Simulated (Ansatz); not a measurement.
# C3H7NSi2, SMILES N#C[SiH2]/C=C/[SiH3]: a single point from an input written key by key

With Ansatz 0.2.0 through its Python package.

Run as a notebook:

**Cell 1**
```python
import ansatz as az
import numpy as np
import pandas as pd
```

**Cell 2**
```python
deck = {
    "crystal": {
        "periodic": [False, False, False],
        "atoms": [
            {"symbol": "N", "position_ang": [4.0761, 1.6099, 0.3336]},
            {"symbol": "C", "position_ang": [3.2511, 0.7919, 0.3053]},
            {"symbol": "Si", "position_ang": [1.9032, -0.5183, 0.258]},
            {"symbol": "C", "position_ang": [0.2125, 0.2057, 0.0319]},
            {"symbol": "C", "position_ang": [-0.9331, -0.4881, -0.0907]},
            {"symbol": "Si", "position_ang": [-2.6141, 0.2282, -0.3153]},
            {"symbol": "H", "position_ang": [1.8934, -1.3147, 1.5146]},
            {"symbol": "H", "position_ang": [2.1389, -1.4827, -0.8503]},
            {"symbol": "H", "position_ang": [0.2195, 1.2922, 0.005]},
            {"symbol": "H", "position_ang": [-0.944, -1.5738, -0.0643]},
            {"symbol": "H", "position_ang": [-3.1573, -0.1975, -1.6277]},
            {"symbol": "H", "position_ang": [-2.5423, 1.7099, -0.2647]},
            {"symbol": "H", "position_ang": [-3.5037, -0.2627, 0.7648]},
        ],
    },
    "basis": {"gaussian": {"orbitals": "cc-pVDZ"}},
    "hamiltonian": {"xc": {"name": "BHLYP"}},
    "output": {"forces": True},
}
session = az.Session.from_dict(deck)
report = session.plan(threads=1).execute().report
```

**Cell 3**
```python
print("reference energy %16.6f eV" % report["reference_energy_ev"])
print("total energy     %16.6f eV" % report["free_energy_ev"])
print("occupied orbitals outside the frozen core (up, down):", report["n_occupied"], " frozen:", report["n_frozen"], " virtual:", report["n_virtual"])
symbols = ["N", "C", "Si", "C", "C", "Si", "H", "H", "H", "H", "H", "H", "H"]
```
Output:
```text
reference energy    -20466.125372 eV
total energy        -20466.125372 eV
occupied orbitals outside the frozen core (up, down): [30, 30]  frozen: 0  virtual: [97, 97]
```

**Cell 4**
```python
print("forces (eV/A)")
for symbol, f in zip(symbols, report["forces_ev_ang"]):
    print(f"  {symbol:2s} {f[0]:9.4f} {f[1]:9.4f} {f[2]:9.4f}")
charges = report["charge_distribution"]
table = pd.DataFrame({"atom": symbols, "mulliken": charges["mulliken_charges_e"], "lowdin": charges["lowdin_charges_e"]})
print(table.round(3).to_string())
print("dipole (e A):", np.round(charges["dipole_moment_e_ang"], 4) + 0.0)
```
Output:
```text
forces (eV/A)
  N    -1.1126   -1.1059   -0.0382
  C     0.7489    0.8293    0.0221
  Si   -0.1359   -1.0351    0.0366
  C    -0.3540    0.1631   -0.0793
  C     0.9109    0.3091    0.1140
  Si   -0.5175    0.5552   -0.0629
  H     0.3553    0.2271    0.0393
  H     0.3494    0.2198    0.0129
  H    -0.4866    0.1792   -0.0524
  H     0.4235   -0.2716    0.0443
  H    -0.0825   -0.0505   -0.0456
  H    -0.0165    0.0298   -0.0091
  H    -0.0824   -0.0495    0.0183
   atom  mulliken  lowdin
0     N    -0.100   0.152
1     C    -0.194  -0.300
2    Si     0.518   0.273
3     C    -0.155  -0.084
4     C    -0.133  -0.073
5    Si     0.389   0.271
6     H    -0.063  -0.050
7     H    -0.064  -0.049
8     H     0.032   0.023
9     H     0.024   0.025
10    H    -0.083  -0.063
11    H    -0.087  -0.062
12    H    -0.084  -0.063
dipole (e A): [-0.5542 -0.4344 -0.0286]
```

Reading the output:
- The settings weren't tested for convergence.
- The geometry is a force-field or estimated start, not a minimum of this method, and the basis set is short of its limit.
- The Löwdin charges here are taken after orthogonalising the functions within each atom; they differ from plain Löwdin charges, and their signs can be unphysical.
- Run time: 8.6 s on 1 thread of Arm Neoverse V1, with other jobs on the host, peak memory 0.37 GiB.
